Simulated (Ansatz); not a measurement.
# C₁₀H₁₁ClOTi: up Jacob's ladder to CCSD(T)

An exercise on one series of results from a longer session: the logs are not shown, and one member is left open.

The runs use Ansatz 0.2.0, Gaussian basis; functionals in def2-TZVPP, the program's frozen cores in correlated methods.

Levels to be run: LDA (SPW92), PBE-D4, revPBE-D4, BLYP-D4, r2SCAN-D4, B97M-V, PBE0-D4, B3LYP-D4, r2SCANh-D4, r2SCAN0-D4, HSE06-D4, BHLYP-D4, CAM-B3LYP-D4, LC-ωPBE, ωB97X-V, ωB97M-V, B2PLYP, PBE-QIDH; CCSD(T)/def2-SVP; CCSD(T)/def2-TZVPP; MP2/def2-QZVPP; extrapolation to the limit; RPA on PBE.

## The relaxed structure

An earlier PBE0-D4 in a triple-zeta def2 set relaxation fixed the geometry.

SMILES `[OH][Ti]12345678([Cl])([C@H]9[C@@H]1[C@@H]2[C@@H]3[C@H]94)[C@H]1[C@@H]5[C@@H]6[C@@H]7[C@H]18`, 24 atoms, charge 0, spin multiplicity 1.

Atoms are counted from 1 here; the program's logs count them from 0.

Bond lengths: O1–Ti2 1.857 Å, O1–H14 0.959 Å, Ti2–Cl3 2.346 Å, Ti2–C4 2.374 Å, Ti2–C5 2.385 Å, Ti2–C6 2.382 Å, Ti2–C7 2.415 Å, Ti2–C8 2.422 Å, Ti2–C9 2.415 Å, Ti2–C10 2.405 Å, Ti2–C11 2.402 Å, Ti2–C12 2.367 Å, Ti2–C13 2.391 Å, C4–C5 1.412 Å, C4–C8 1.410 Å, C4–H15 1.080 Å, C5–C6 1.404 Å, C5–H16 1.078 Å and more. Angles: Ti2–O1–H14 115.7°, O1–Ti2–Cl3 97.6°, O1–Ti2–C4 87.2°, O1–Ti2–C5 121.7°, O1–Ti2–C6 130.5°, O1–Ti2–C7 98.7°, O1–Ti2–C8 74.5°, O1–Ti2–C9 122.5°, O1–Ti2–C10 88.8°, O1–Ti2–C11 79.9°, O1–Ti2–C12 106.3°, O1–Ti2–C13 136.7°, Cl3–Ti2–C4 134.6°, Cl3–Ti2–C5 121.7°, Cl3–Ti2–C6 87.7°, Cl3–Ti2–C7 78.0°, Cl3–Ti2–C8 103.9°, Cl3–Ti2–C9 77.2° and more.

Set-up of the first run:

Input file in.yaml:

```yaml
crystal:
  periodic: [false, false, false]
  atoms:
    - {symbol: O, position_ang: [0.166123, -1.678057, -1.419427]}
    - {symbol: Ti, position_ang: [0.114706, -0.508167, 0.021173]}
    - {symbol: Cl, position_ang: [0.796197, -2.023386, 1.677907]}
    - {symbol: C, position_ang: [-1.986971, 0.228642, -0.800648]}
    - {symbol: C, position_ang: [-1.714985, 0.982725, 0.361676]}
    - {symbol: C, position_ang: [-1.686787, 0.101988, 1.455236]}
    - {symbol: C, position_ang: [-1.996298, -1.193509, 0.974180]}
    - {symbol: C, position_ang: [-2.192117, -1.110033, -0.406892]}
    - {symbol: C, position_ang: [2.100435, 0.534835, 0.916645]}
    - {symbol: C, position_ang: [2.460829, -0.086083, -0.300110]}
    - {symbol: C, position_ang: [1.776116, 0.568173, -1.338733]}
    - {symbol: C, position_ang: [0.958214, 1.557953, -0.768677]}
    - {symbol: C, position_ang: [1.175302, 1.544619, 0.634570]}
    - {symbol: H, position_ang: [1.042073, -1.921093, -1.726128]}
    - {symbol: H, position_ang: [-2.030902, 0.605779, -1.811307]}
    - {symbol: H, position_ang: [-1.538962, 2.045897, 0.398704]}
    - {symbol: H, position_ang: [-1.451450, 0.355869, 2.477788]}
    - {symbol: H, position_ang: [-2.009652, -2.095095, 1.563524]}
    - {symbol: H, position_ang: [-2.352883, -1.942054, -1.072518]}
    - {symbol: H, position_ang: [2.434553, 0.236509, 1.896360]}
    - {symbol: H, position_ang: [3.122524, -0.933407, -0.396928]}
    - {symbol: H, position_ang: [1.809948, 0.317118, -2.387768]}
    - {symbol: H, position_ang: [0.301516, 2.222347, -1.308289]}
    - {symbol: H, position_ang: [0.702472, 2.188413, 1.359682]}
basis:
  gaussian: {orbitals: def2-TZVPP}
hamiltonian: {xc: lda}
output: {orbitals: {seedname: orbitals}}
```

Run with:

```sh
ansatz run in.yaml --threads 11 --pin off --events-out ev --progress --plain --max-ram 110592MiB --backend cuda --devices 0, --max-vram 75GiB
```

Among the steps run: LDA; PBE-D4 (GGA); revPBE-D4 (GGA); BLYP-D4 (GGA); r2SCAN-D4 (meta-GGA); B97M-V (meta-GGA); B3LYP-D4 (hybrid); r2SCANh-D4 (hybrid); r2SCAN0-D4 (hybrid); HSE06-D4 (hybrid); BHLYP-D4 (hybrid); CAM-B3LYP-D4 (range-separated); LC-ωPBE (range-separated); ωB97X-V (range-separated); ωB97M-V (range-separated); B2PLYP (double hybrid); PBE-QIDH (double hybrid).

One table of the session follows, with a row left open; its other results are not shown here.

It belongs to the step «Orbital energies across the functionals». 

| functional | HOMO (eV) | LUMO (eV) | gap (eV) |
| --- | --- | --- | --- |
| LDA (SPW92) | -5.68 | -3.00 | 2.68 |
| PBE-D4 | -5.49 | -2.74 | 2.75 |
| revPBE-D4 | -5.42 | -2.64 | 2.78 |
| BLYP-D4 | -5.32 | -2.62 | 2.70 |
| r2SCAN-D4 | -5.69 | -2.66 | 3.03 |
| B97M-V | -5.74 | -2.63 | 3.11 |
| PBE0-D4 | -6.53 | -1.74 | 4.80 |
| B3LYP-D4 | -6.32 | -1.99 | 4.33 |
| r2SCANh-D4 | -6.08 | -2.27 | 3.81 |
| r2SCAN0-D4 | -6.67 | -1.68 | 4.99 |
| HSE06-D4 | -6.15 | -2.12 | 4.03 |
| BHLYP-D4 | -7.39 | -0.57 | 6.83 |
| CAM-B3LYP-D4 | -7.74 | -0.65 | 7.09 |
| LC-ωPBE | -9.01 | 0.41 | 9.43 |
| ωB97X-V | -8.68 | 0.41 | 9.09 |
| ωB97M-V | ? | ? | ? |

Estimate the missing values for ωB97M-V.

**Answer.** HOMO (eV): -8.59; LUMO (eV): 0.38; gap (eV): 8.97. In the column «HOMO (eV)» it lies between ωB97X-V (-8.68) and CAM-B3LYP-D4 (-7.74).
